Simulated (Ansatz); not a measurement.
# CH5InO2: from a rough start to a minimum

Aim: relax CH5InO2 from a cheap starting geometry, then compute its harmonic vibrations to see whether it is a minimum and to get the zero-point energy and entropy.

Computed with Ansatz 0.2.0, Gaussian basis. Level: RKS PBE0-D4/def2-TZVP.

Levels to be run: relaxation at PBE0-D4/def2-TZVP; harmonic vibrations at the same level.

1 further run of the same task is left out (set aside as unsound or not needed).

### Step 1. The system as given

9 atoms, charge 0, spin multiplicity 1.

Atoms are counted from 1 here; the program's logs count them from 0.

Bond lengths: C1–In2 2.211 Å, C1–H5 1.085 Å, C1–H6 1.085 Å, C1–H7 1.083 Å, In2–O3 1.947 Å, In2–O4 1.964 Å, O3–H8 0.958 Å, O4–H9 0.954 Å. Angles: In2–C1–H5 109.0°, In2–C1–H6 108.1°, In2–C1–H7 107.2°, H5–C1–H6 110.8°, H5–C1–H7 111.2°, H6–C1–H7 110.4°, C1–In2–O3 125.4°, C1–In2–O4 127.5°, O3–In2–O4 107.2°, In2–O3–H8 109.1°, In2–O4–H9 117.1°.

The start is a GFN2-xTB geometry. In takes the def2 core potential; no spin-orbit term is included.

### Step 2. Optimising with PBE0-D4/def2-TZVP

in.yaml reads:

```yaml
crystal:
  periodic: [false, false, false]
  atoms:
    - {symbol: C, position_ang: [-0.089510, 0.955750, -1.394180]}
    - {symbol: In, position_ang: [0.147830, -0.363110, 0.364990]}
    - {symbol: O, position_ang: [1.529590, -1.717360, 0.579450]}
    - {symbol: O, position_ang: [-0.963520, -0.407490, 1.983750]}
    - {symbol: H, position_ang: [-1.132850, 1.238950, -1.485960]}
    - {symbol: H, position_ang: [0.534930, 1.830380, -1.245940]}
    - {symbol: H, position_ang: [0.242870, 0.398010, -2.260670]}
    - {symbol: H, position_ang: [1.422010, -2.142600, 1.431010]}
    - {symbol: H, position_ang: [-1.691360, 0.207480, 2.027560]}
basis:
  gaussian: {orbitals: def2-TZVP}
hamiltonian: {xc: pbe0, dispersion: d4}
relax: {f_tol: 0.005, max_steps: 150}
```

After this run come: Harmonic vibrations.

Q: Predict the results of all the runs planned. Wanted: point group; shift from the start; total energy; dispersion term; dipole moment; lowest, highest wavenumber; zero-point energy.

**Answer**, as computed:

| quantity | value |
| --- | --- |
| point group | C1 |
| steps | 24 |
| shift from the start (rms) | 0.236 Å |
| total energy | -10384.0252 eV |
| dispersion term | -115 meV |
| dipole moment | 3.07 D |
| lowest, highest wavenumber | 44, 3898 cm⁻¹ |
| zero-point energy | 162.3 kJ/mol |
| entropy at 298.15 K | 363.4 J/(mol K) |

**Reading.** The atoms moved 0.24 Å (rms) from the start; the bond that changed most is C1–In2, from 2.211 to 2.127 Å. All wavenumbers are real, so the end point is a minimum. The stiffest mode, 3898 cm⁻¹, is an O–H stretch, and 4 modes under 200 cm⁻¹ make the vibrational entropy uncertain. Harmonic hybrid wavenumbers usually lie a few per cent above measured fundamentals. The largest Mulliken charge, +0.87 e, sits on In2.
